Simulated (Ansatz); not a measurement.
Runs of Ansatz 0.2.0 on TaAs. It takes space group I4_1md (No. 109, tetragonal). The conventional cell has a = 3.444 Å, b = 3.444 Å, c = 11.736 Å, α = 90.00°, β = 90.00°, γ = 90.00°. Ta (site symmetry 2mm) has 6 As at 2.61 to 2.62 Å as nearest neighbours. Around As (site symmetry 2mm) lie 6 Ta at 2.61 to 2.62 Å. The cell is a database's computed one.

```tsv
task	level	U	cutoff (eV)	basis error allowed	gap on the mesh (eV)	pressure (GPa)	largest force (eV/Å)
density of states	PBEsol+U	Ta d U = 4 eV	272	0.002 eV/atom	none	-1.6	(a)
density of states	PBEsol	-	272	0.002 eV/atom	none	(b)	0.02
density of states	PBEsol+U	Ta d U = 6 eV	272	0.002 eV/atom	none	0.0	0.03
single point	PBE	-	295	0.001 eV/atom	none	2.2	0.02
density of states	PBEsol+U	Ta d U = 2 eV	272	0.002 eV/atom	none	-2.7	0.02
```

Alike in all rows: potentials or basis all-electron LAPW, scalar-relativistic; no spin polarisation; cell as given; k mesh 11 × 11 × 11; smearing fermi-dirac 0.05 eV.

Fill in the values left out.

(a) 0.01; (b) -3.8.

Caveats: the density of states is complete only up to the lowest level of the last band computed (some runs); U is the effective U less J, on atomic orbitals that reach past the spheres (some runs); U without spin polarisation on a metal has little footing (some runs); the U is typed as a test and isn't derived for this compound (some runs).

A k mesh can miss the band edges, and the runs leave out spin-orbit coupling on As, Ta.

A gap of «none» marks a metal or a gap under the smearing width.
